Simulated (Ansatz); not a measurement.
# GeH2: the cost of one run

Method: the settings change from run to run; program: Ansatz 0.2.0, Gaussian basis.

16 further runs of the same task are left out: 4 for a known fault of the program, 3 that didn't finish, 9 set aside as unsound or not needed.

## 1. The system

The geometry is a PBE0/def2-TZVP stationary point (not a proven minimum) of the parent state, kept for this charge and spin. No spin-orbit coupling is included. The filled d shell of Ge may be among the frozen orbitals whatever the setting's name suggests; the logs give the count.

3 atoms, charge 1, spin multiplicity 4.

Atoms are counted from 1 here; the program's logs count them from 0.

Bond lengths: Ge1–H2 1.552 Å, Ge1–H3 1.552 Å. Angles: H2–Ge1–H3 120.9°.

## 2. CCSDT on ROHF/6-31G

in.yaml reads:

```yaml
crystal:
  periodic: [false, false, false]
  atoms:
    - {symbol: Ge, position_ang: [0.000000, -0.020660, 0.000000]}
    - {symbol: H, position_ang: [0.000000, 0.744460, -1.349862]}
    - {symbol: H, position_ang: [0.000000, 0.744460, 1.349862]}
basis:
  gaussian: {orbitals: 6-31G, point_charges: [{charge: -0.50, position_ang: [3.592, -0.859, -0.790]}]}
total_charge: 1
magnetization: {spin_polarized: false, initial_magnetization: 3}
correlation: {method: ccsdt, electrons: all}
scf: {lower_state_search: full}
```

The run is started by

```console
$ ansatz run in.yaml --threads 1 --pin off --events-out ev --progress --plain --max-ram 2393MiB
```

**Question.** How long does this run take on 1 thread of Arm Neoverse V2, shared host, and how much memory does it need?

About 61 s, with a peak of 0.71 GiB.
